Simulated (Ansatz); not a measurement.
# CH6GaN: up Jacob's ladder to CCSD(T)

The task here is to estimate one member of a computed series from the others.

The runs use Ansatz 0.2.0, Gaussian basis; functionals in def2-TZVPP, the program's frozen cores in correlated methods.

Plan: LDA (SPW92), PBE-D4, revPBE-D4, BLYP-D4, r2SCAN-D4, B97M-V, PBE0-D4, B3LYP-D4, r2SCANh-D4, r2SCAN0-D4, HSE06-D4, BHLYP-D4, CAM-B3LYP-D4, LC-ωPBE, ωB97X-V, ωB97M-V, B2PLYP, PBE-QIDH; CCSD(T)/def2-SVP; CCSD(T)/def2-TZVPP; RPA on PBE.

2 further runs of the same task are left out: 2 that didn't finish.

**Structure used throughout**

An earlier PBE0-D4 in a triple-zeta def2 set relaxation fixed the geometry.

SMILES `C[NH][GaH2]`, 9 atoms, charge 0, spin multiplicity 1.

Atoms are counted from 1 here; the program's logs count them from 0.

Bond lengths: C1–N2 1.443 Å, C1–H4 1.093 Å, C1–H5 1.097 Å, C1–H6 1.097 Å, N2–Ga3 1.815 Å, N2–H7 1.008 Å, Ga3–H8 1.561 Å, Ga3–H9 1.562 Å. Angles: N2–C1–H4 109.8°, N2–C1–H5 112.4°, N2–C1–H6 112.4°, H4–C1–H5 107.2°, H4–C1–H6 107.2°, H5–C1–H6 107.6°, C1–N2–Ga3 127.7°, C1–N2–H7 113.1°, Ga3–N2–H7 119.2°, N2–Ga3–H8 116.6°, N2–Ga3–H9 116.0°, H8–Ga3–H9 127.3°.

Coordinates:

```mol
CH6GaN
  3D, bonds by distance, orders not assigned

  9  8  0  0  0  0  0  0  0  0999 V2000
   -0.4227    0.9935   -0.6834 C   0  0
    0.4513   -0.0997   -0.3318 N   0  0
    0.2970   -1.2363    1.0744 Ga  0  0
   -1.2390    1.0618    0.0395 H   0  0
   -0.8759    0.8639   -1.6741 H   0  0
    0.0957    1.9605   -0.6806 H   0  0
    1.2247   -0.2083   -0.9690 H   0  0
    1.3973   -2.3349    1.2106 H   0  0
   -0.9283   -1.0006    2.0144 H   0  0
  1  2  8  0
  2  3  8  0
  1  4  8  0
  1  5  8  0
  1  6  8  0
  2  7  8  0
  3  8  8  0
  3  9  8  0
M  END
```

Set-up of the first run:

File in.yaml:

```yaml
crystal:
  periodic: [false, false, false]
  atoms:
    - {symbol: C, position_ang: [-0.422704, 0.993534, -0.683432]}
    - {symbol: N, position_ang: [0.451283, -0.099717, -0.331798]}
    - {symbol: Ga, position_ang: [0.296967, -1.236250, 1.074449]}
    - {symbol: H, position_ang: [-1.239003, 1.061827, 0.039452]}
    - {symbol: H, position_ang: [-0.875928, 0.863893, -1.674148]}
    - {symbol: H, position_ang: [0.095732, 1.960495, -0.680580]}
    - {symbol: H, position_ang: [1.224653, -0.208336, -0.968957]}
    - {symbol: H, position_ang: [1.397334, -2.334898, 1.210557]}
    - {symbol: H, position_ang: [-0.928323, -1.000558, 2.014448]}
basis:
  gaussian: {orbitals: def2-TZVPP}
hamiltonian: {xc: lda}
output: {orbitals: {seedname: orbitals}}
```

Among the steps run: LDA; PBE-D4 (GGA); revPBE-D4 (GGA); BLYP-D4 (GGA); r2SCAN-D4 (meta-GGA); B97M-V (meta-GGA); PBE0-D4 (hybrid); B3LYP-D4 (hybrid); r2SCANh-D4 (hybrid); r2SCAN0-D4 (hybrid); HSE06-D4 (hybrid); BHLYP-D4 (hybrid); CAM-B3LYP-D4 (range-separated); LC-ωPBE (range-separated); ωB97X-V (range-separated); ωB97M-V (range-separated); B2PLYP (double hybrid); PBE-QIDH (double hybrid).

One of the session's tables, all rows but one given; the rest of the session is left out.

It belongs to the step «Orbital energies across the functionals». 

| functional | HOMO (eV) | gap (eV) |
| --- | --- | --- |
| LDA (SPW92) | -5.68 | 3.94 |
| PBE-D4 | -5.51 | 4.01 |
| revPBE-D4 | -5.45 | 4.05 |
| BLYP-D4 | -5.41 | 3.96 |
| r2SCAN-D4 | -5.73 | 4.49 |
| B97M-V | -5.82 | 4.35 |
| PBE0-D4 | ? | ? |
| B3LYP-D4 | -6.54 | 5.53 |
| r2SCANh-D4 | -6.19 | 5.22 |
| r2SCAN0-D4 | -6.90 | 6.32 |
| HSE06-D4 | -6.33 | 5.22 |
| BHLYP-D4 | -7.91 | 7.88 |
| CAM-B3LYP-D4 | -8.12 | 8.25 |
| LC-ωPBE | -9.47 | 10.75 |
| ωB97X-V | -9.12 | 10.26 |
| ωB97M-V | -9.04 | 9.97 |

Estimate the missing values for PBE0-D4.

**Answer.** HOMO (eV): -6.73; gap (eV): 5.99. In the column «HOMO (eV)» it lies between r2SCAN0-D4 (-6.90) and B3LYP-D4 (-6.54).
